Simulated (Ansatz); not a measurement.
The system is Ga3Sb.

```
Sb Ga
1.0
    -2.15880    2.15880    4.76048
     2.15880   -2.15880    4.76048
     2.15880    2.15880   -4.76048
Sb Ga
1 3
Direct
  0.00000 0.00000 0.00000
  0.50000 0.50000 0.00000
  0.25000 0.75000 0.50000
  0.75000 0.25000 0.50000
```

The cell comes from a database or a generator and needn't be the stable form of this composition.

* Program: Ansatz 0.2.0
* Task: single point
* Functional: PBEsol
* Potentials or basis: all-electron LAPW, scalar-relativistic
* Cutoff: 193 eV (chosen from the basis error)
* Basis error allowed: 0.001 eV/atom
* k mesh: 9 × 9 × 9
* Occupations: fermi-dirac, width 0.05 eV
* Spin: no spin polarisation

On this cell: pressure -3.5 GPa; largest force under 0.003 eV/Å; band gap on the k mesh none (metal or under the smearing width).

The same run follows on a disturbed copy (atoms moved at random, drawn with an rms of 0.05 Å):

```
Sb Ga
1.0
    -2.15880    2.15880    4.76048
     2.15880   -2.15880    4.76048
     2.15880    2.15880   -4.76048
Sb Ga
1 3
Direct
  0.98988 0.98782 0.98848
  0.50142 0.49933 0.00629
  0.25441 0.74652 0.49721
  0.75319 0.25337 0.50832
```

Task: What changes?

Result: The energy (extrapolated to zero smearing) moves by +1.7 meV/atom; pressure -3.5 GPa; largest force 0.129 eV/Å; band gap on the k mesh none (metal or under the smearing width).

Forces in eV/Å, atoms in the order of the input:
```
Sb   0.066  0.062  0.092
Ga  -0.065 -0.061  0.044
Ga   0.050  0.002 -0.080
Ga  -0.051 -0.003 -0.055
```

Stress tensor (GPa, compression positive):
```
-3.76  0.03  0.13
 0.03 -3.75 -0.01
 0.13 -0.01 -2.89
```
